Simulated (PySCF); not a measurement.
# [Nd(NH3)]2+: other functionals and bases at one geometry

The runs use PySCF 2.14.0; several levels, as the steps say, no spin–orbit coupling.

## Step 1: The system as given

5 atoms, charge 2, spin multiplicity 1.

Bond lengths: Nd1–N2 2.634 Å, N2–H3 1.030 Å, N2–H4 1.030 Å, N2–H5 1.030 Å. Angles: Nd1–N2–H3 115.2°, Nd1–N2–H4 115.2°, Nd1–N2–H5 115.2°, H3–N2–H4 103.2°, H3–N2–H5 103.2°, H4–N2–H5 103.2°.

As a file:

```xyz
5
H3NNd
Nd    0.0000    0.0000   -0.2393
N     0.0000    0.0000    2.3951
H     0.9317    0.0000    2.8338
H    -0.4659    0.8068    2.8338
H    -0.4658   -0.8069    2.8338
```

Formal oxidation states: Nd +2. Each metal's 4 4f electrons lie in its core potential, so multiplicities, spins and levels count the valence alone. An earlier session relaxed this geometry at PBE0, Nd lcecp-0-SVP with ECP50, N def2-SVP, H def2-SVP (singlet, point group C3v).

At PBE0 on the finer grid: E = -83.677743 Eh, frontier levels not given, since the 4f levels lie in the core, Mulliken charge on Nd1 +1.73 e, largest force component 0.002 eV/Å. 

Levels to run: PBE; wB97X; PBE0, f-in-core-II/TZVP. Hardware: 2 threads of Arm Neoverse V2, shared host.

## Step 2: PBE

File run.py (the lines that set the calculation):

```python
mol = gto.M(atom='''
Nd     0.00000     0.00000    -0.23932
N      0.00000     0.00000     2.39509
H      0.93166     0.00004     2.83379
H     -0.46586     0.80683     2.83379
H     -0.46580    -0.80686     2.83379''',
    basis={'Nd': 'lcecp-0-SVP', 'N': 'def2-SVP', 'H': 'def2-SVP'},
    ecp={'Nd': 'lcecp-0-SVP'},
    charge=2, spin=0)
mf = dft.RKS(mol, xc='PBE')
mf.grids.atom_grid = (75, 302)  # f atoms: unpruned, at least (60, 302)
mf = mf.density_fit()  # fitting sets: Nd AutoAux, N def2-universal-JKFIT, H def2-universal-JKFIT
mf.conv_tol = 1e-08; mf.max_cycle = 55
mf.kernel(dm0)  # dm0: the density of the relaxed state
```

Run with:

```
$ OMP_NUM_THREADS=2 python run.py
```

**Question.** How long does this run take on 2 threads of Arm Neoverse V2, shared host?

About 1.7 s.
